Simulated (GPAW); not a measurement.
Runs of GPAW 26.7.0 on HPbNO4. The typed cell holds 14 atoms: a = 4.120 Å, b = 6.427 Å, c = 8.387 Å, α = 67.04°, β = 89.96°, γ = 89.98°. The cell was built by a generator and needn't be a form met in nature.

```tsv
level	potentials or basis	k mesh	band points	gap on the mesh (eV)	pressure (GPa)	largest force (eV/Å)
PBE	GPAW PAW data sets (gpaw-data 1.2.1), pw	7 × 5 × 4	60	3.29	-0.3	0.11
PBE	GPAW PAW data sets (gpaw-data 1.2.1), pw	5 × 3 × 3	80	3.30	-0.3	0.11
PBEsol	PAW data sets generated in the run's folder for this functional, pw	5 × 3 × 3	80	3.29	-3.0	0.43
LDA	the program's PAW data sets (release 1.2.1) made for this functional, pw	5 × 3 × 3	80	3.21	(b)	(c)
r2SCAN	GPAW PAW data sets (gpaw-data 1.2.1), pw	5 × 3 × 3	80	(a)	-3.5	0.64
```

Alike in all rows: task band structure; no spin polarisation; cell as given; cutoff (eV) 800; smearing fermi-dirac 0.05 eV.

Question: Estimate the missing entries.

Answer: (a) 3.68; (b) -6.0; (c) 0.88.

Caveats: spin-orbit coupling is left out, which as a rule narrows the gap of such compounds by several tenths of an eV; the PAW data sets were made with another functional, which shifts forces and pressure a little (some runs).

A k mesh can miss the band edges, and the runs leave out spin-orbit coupling on Pb.

Not every run made on this cell is shown here.
